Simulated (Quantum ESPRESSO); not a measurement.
InIH2: real-space fields with PBE

The system is InIH2, in a box.

```
In I H
1.0
    13.00000    0.00000    0.00000
     0.00000   12.00000    0.00000
     0.00000    0.00000   11.00000
In I H
1 1 2
Direct
  0.43145 0.50804 0.50298
  0.62470 0.53235 0.58159
  0.37730 0.38301 0.54068
  0.38564 0.62049 0.42460
```

```json
{
  "Program": "Quantum ESPRESSO 7.5",
  "Task": "real-space fields",
  "Functional": "PBE",
  "Potentials or basis": "PseudoDojo 0.4.1 SR PBE standard",
  "Cutoff": "980 eV",
  "Density cutoff": "3918 eV",
  "k mesh": "1 × 1 × 1",
  "Occupations": "fermi-dirac, width 0.05 eV",
  "Spin": "no spin polarisation",
  "Boundary across the vacuum": "none",
  "Mixing beta": "0.5",
  "Most SCF iterations": "120",
  "SCF threshold": "8e-10 Ry"
}
```

```yaml
Largest_force: 0.241 eV/Å
Gap_between_the_frontier_levels: 3.43 eV
Dipole_moment: 2.17 D
```

Forces in eV/Å, atoms in the order of the input:
```
In  -0.100 -0.011 -0.038
I    0.226  0.027  0.080
H   -0.069 -0.158  0.047
H   -0.057  0.142 -0.089
```

Levels at points of the mesh, in eV from the valence-band top:
```csv
k point,band 8,band 9,band 10,band 11,band 12,band 13
"(0.00, 0.00, 0.00)",-1.70,-1.17,-0.35,0.00,3.43,4.41
```

Wall time 2.8 min on 1 thread of AMD EPYC (Zen 3), on a shared host, peak memory 0.68 GiB.

Caveat: this is a molecule in a periodic box, so the gap is that between its Kohn-Sham HOMO and LUMO and the box isn't a crystal; spin-orbit coupling is left out, which moves the levels of the heavy elements. Expect the measured gap to be larger: semilocal functionals such as PBE lack the derivative discontinuity.
